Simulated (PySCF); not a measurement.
# BCl2H3Si: magnetic properties

Aim: compute the magnetic properties of BCl2H3Si (`[SiH3]B(Cl)Cl`).

Computed with PySCF 2.14.0 and routines of our own; the level stands in each step. Atoms count from 0.

## 1. The starting structure

7 atoms, charge 0, multiplicity 1; geometry from: GFN2-xTB.

## 2. Magnetic properties: GIAO PBE0/def2-SVP

What the job is given:

```
{"job": {"kind": "mag", "xc": "PBE0", "basis": "def2-SVP"}, "charge": 0, "multiplicity": 1}
B      0.554390     0.967680     0.012110
Cl     2.276820     1.023870     0.033760
Cl    -0.259470     2.484680    -0.035890
Si    -0.439010    -0.762310     0.007960
H     -1.760140    -0.648710     0.630900
H      0.287620    -1.822410     0.711320
H     -0.660210    -1.242790    -1.360160
```

Method: GIAO PBE0/def2-SVP magnetisability, rotational g tensor and spin-rotation constants, non-relativistic, gas phase.

The run is started by

```
OMP_NUM_THREADS=1 python excited_run.py task.json out
```

This one command runs all jobs of the session in turn.

The log of the run:

```text
coarse grid: 7824 points
cycle   1  E = -1235.6051058275  dE =  2.493e-01  |g| = 2.218e-01  |ddm| = 2.587e+00
cycle   2  E = -1235.5966817898  dE =  8.424e-03  |g| = 2.880e-01  |ddm| = 5.602e-01
cycle   3  E = -1235.6200787411  dE = -2.340e-02  |g| = 2.725e-02  |ddm| = 3.371e-01
cycle   4  E = -1235.6202870615  dE = -2.083e-04  |g| = 7.810e-03  |ddm| = 3.679e-02
cycle   5  E = -1235.6203043608  dE = -1.730e-05  |g| = 6.885e-04  |ddm| = 1.039e-02
cycle   6  E = -1235.6203045422  dE = -1.814e-07  |g| = 2.562e-04  |ddm| = 1.906e-03
final grid: 62744 points
cycle   7  E = -1235.7485973477  dE = -8.239e-06  |g| = 2.191e-03  |ddm| = 1.247e-02
cycle   8  E = -1235.7485976900  dE = -3.423e-07  |g| = 1.940e-03  |ddm| = 5.843e-03
cycle   9  E = -1235.7485987961  dE = -1.106e-06  |g| = 4.460e-04  |ddm| = 2.643e-03
cycle  10  E = -1235.7485988512  dE = -5.515e-08  |g| = 4.784e-05  |ddm| = 5.648e-04
cycle  11  E = -1235.7485988519  dE = -6.785e-10  |g| = 1.382e-05  |ddm| = 7.646e-05
converged SCF energy = -1235.7485988519

Magnetisability tensor (1e-30 J/T^2)
     -938.96      -35.88        6.63
      -35.88     -979.44        2.91
        6.63        2.91    -1100.35
isotropic -1006.25   principal values   -1100.79  -1000.05   -917.91
isotropic susceptibility -60.598 1e-6 cm^3/mol

Inertial axes            a          b          c
rot. const./GHz      3.2509     2.6408     1.4808
chi total           -60.247    -55.278    -66.269
chi diamagnetic    -412.760   -530.473   -840.790
chi paramagnetic    352.514    475.195    774.521
quadrupole/D A       -1.674     -0.073      1.747
g nuclear            0.5080     0.5575     0.5278
g electronic        -0.5384    -0.5895    -0.5388
g total             -0.0304    -0.0320    -0.0111

Spin-rotation constants (kHz, H = +C I.J)
atom  isotope        aa         bb         cc
  0    11B        1.093      1.235      0.238
  1   35Cl        1.322      1.163      0.173
  2   35Cl        1.317      1.168      0.173
  4     1H       -0.236     -0.041     -0.107
  5     1H       -0.235     -0.047     -0.104
  6     1H       -0.242     -0.277      0.030
  3   29Si*      -1.362     -1.114     -0.698
* in the singly substituted isotopologue
```

Wall time 2.9 s (1 thread of AMD EPYC 9R45, shared host); peak memory 0.4 GiB.

From this job:

```csv
quantity,value
magnetisability,-1006·10⁻³⁰ J/T²
molar susceptibility,-60.6·10⁻⁶ cm³/mol
"rotational g (a, b, c)","-0.0304, -0.0320, -0.0111"
```

## 3. Magnetic properties: GIAO mPW1PW91/def2-SVP

Settings changed since step 2:

```diff
@@ -1,2 +1,2 @@
-{"job": {"kind": "mag", "xc": "PBE0", "basis": "def2-SVP"}, "charge": 0, "multiplicity": 1}
+{"job": {"kind": "mag", "xc": "mPW1PW91", "basis": "def2-SVP"}, "charge": 0, "multiplicity": 1}
 B      0.554390     0.967680     0.012110
```

With the program's defaults for keys left out, this is: GIAO mPW1PW91/def2-SVP magnetisability, rotational g tensor and spin-rotation constants, non-relativistic, gas phase.

The log of the run:

```text
coarse grid: 7824 points
cycle   1  E = -1236.1135462478  dE =  2.488e-01  |g| = 2.297e-01  |ddm| = 2.586e+00
cycle   2  E = -1236.1044521302  dE =  9.094e-03  |g| = 2.981e-01  |ddm| = 5.794e-01
cycle   3  E = -1236.1294774737  dE = -2.503e-02  |g| = 2.821e-02  |ddm| = 3.489e-01
cycle   4  E = -1236.1297004525  dE = -2.230e-04  |g| = 7.992e-03  |ddm| = 3.790e-02
cycle   5  E = -1236.1297186197  dE = -1.817e-05  |g| = 7.055e-04  |ddm| = 1.071e-02
cycle   6  E = -1236.1297188110  dE = -1.913e-07  |g| = 2.587e-04  |ddm| = 1.941e-03
final grid: 62744 points
cycle   7  E = -1236.2569977951  dE = -6.038e-06  |g| = 1.756e-03  |ddm| = 1.220e-02
cycle   8  E = -1236.2569979703  dE = -1.753e-07  |g| = 1.621e-03  |ddm| = 4.647e-03
cycle   9  E = -1236.2569987548  dE = -7.845e-07  |g| = 3.436e-04  |ddm| = 2.203e-03
cycle  10  E = -1236.2569987880  dE = -3.314e-08  |g| = 3.593e-05  |ddm| = 4.429e-04
cycle  11  E = -1236.2569987883  dE = -3.674e-10  |g| = 1.288e-05  |ddm| = 6.078e-05
converged SCF energy = -1236.2569987883

Magnetisability tensor (1e-30 J/T^2)
     -937.43      -35.24        6.56
      -35.24     -977.19        2.84
        6.56        2.84    -1098.21
isotropic -1004.27   principal values   -1098.63   -997.44   -916.75
isotropic susceptibility -60.479 1e-6 cm^3/mol

Inertial axes            a          b          c
rot. const./GHz      3.2509     2.6408     1.4808
chi total           -60.089    -55.208    -66.140
chi diamagnetic    -412.692   -530.373   -840.753
chi paramagnetic    352.604    475.165    774.613
quadrupole/D A       -1.674     -0.126      1.800
g nuclear            0.5080     0.5575     0.5278
g electronic        -0.5385    -0.5895    -0.5389
g total             -0.0305    -0.0320    -0.0111

Spin-rotation constants (kHz, H = +C I.J)
atom  isotope        aa         bb         cc
  0    11B        1.091      1.232      0.239
  1   35Cl        1.314      1.151      0.172
  2   35Cl        1.309      1.156      0.172
  4     1H       -0.236     -0.041     -0.107
  5     1H       -0.235     -0.046     -0.104
  6     1H       -0.242     -0.278      0.030
  3   29Si*      -1.370     -1.118     -0.700
* in the singly substituted isotopologue
```

It took 2.8 s on 1 thread of AMD EPYC 9R45, shared host; peak memory 0.41 GiB.

From this job:

```csv
quantity,value
magnetisability,-1004·10⁻³⁰ J/T²
molar susceptibility,-60.5·10⁻⁶ cm³/mol
"rotational g (a, b, c)","-0.0305, -0.0320, -0.0111"
```

## 4. Magnetic properties side by side

```csv
level,ξ (10⁻³⁰ J/T²),g(a),g(b),gap (eV),functions,time
GIAO PBE0/def2-SVP,-1006,-0.0304,-0.0320,6.40,83,2.9 s
GIAO mPW1PW91/def2-SVP,-1004,-0.0305,-0.0320,6.43,83,2.8 s
```

## 5. What came out

```
                                           quantity                      value
       magnetisability (step 2, GIAO PBE0/def2-SVP)           -1006·10⁻³⁰ J/T²
  molar susceptibility (step 2, GIAO PBE0/def2-SVP)         -60.6·10⁻⁶ cm³/mol
rotational g (a, b, c) (step 2, GIAO PBE0/def2-SVP)  -0.0304, -0.0320, -0.0111
                    magnetisability over the levels  -1006 to -1004·10⁻³⁰ J/T²
```

In words: The magnetisability spreads by 0.2 % over 2 levels of like cost. Two levels can agree by chance, so this spread shows no convergence. Vibrational averaging and real surroundings are missing from these values.
